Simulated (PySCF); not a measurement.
# C₁₁H₁₂N₂: vibronic structure

Programs: PySCF 2.14.0, with routines of our own; each step states its level. All values are computed. Atoms count from 0.

## 1. The system as given

25 atoms, charge 0, multiplicity 1; geometry from: GFN2-xTB.

## 2. Vibronic structure: TDDFT PBE0/6-31+G*

What the job is given:

```
{"job": {"kind": "vib", "xc": "PBE0", "basis": "6-31+G*", "tda": false}, "charge": 0, "multiplicity": 1}
C      4.107381     0.070391    -0.460067
C      2.625259    -0.053569    -0.263971
C      1.768272     0.690045    -1.099811
C      0.400492     0.637546    -0.990440
C     -0.124519    -0.192193    -0.002228
C      0.714472    -0.944890     0.853930
C     -0.193241    -1.630854     1.699779
N     -1.431093    -1.334444     1.394042
N     -1.403694    -0.470971     0.368794
C     -2.590493     0.046890    -0.211424
C     -3.817005     0.136283     0.639880
C     -3.097062     1.388463     0.246026
C      2.102708    -0.869473     0.713291
H      4.433037     1.090491    -0.255736
H      4.644334    -0.603379     0.202887
H      4.376218    -0.165089    -1.489349
H      2.215397     1.323615    -1.852550
H     -0.243362     1.215151    -1.636132
H      0.019232    -2.312441     2.499464
H     -2.700241    -0.209244    -1.260946
H     -3.722282    -0.203004     1.658842
H     -4.769165    -0.084549     0.183924
H     -3.544498     2.039530    -0.488953
H     -2.527419     1.904456     1.003411
H      2.746335    -1.444620     1.362825
```

With the program's defaults for keys left out, this is: TDDFT PBE0/6-31+G* vertical-gradient vibronic structure (displaced harmonic oscillators, Condon), gas phase.

Run with:

```console
OMP_NUM_THREADS=1 python excited_run.py task.json out
```

One launch serves the whole session: the jobs run in the order shown.

Q: Estimate the wall time and peak memory of this first job on 1 thread of Intel Xeon 6975P-C, shared host.

About 1.9 min, with a peak of 1.9 GiB.
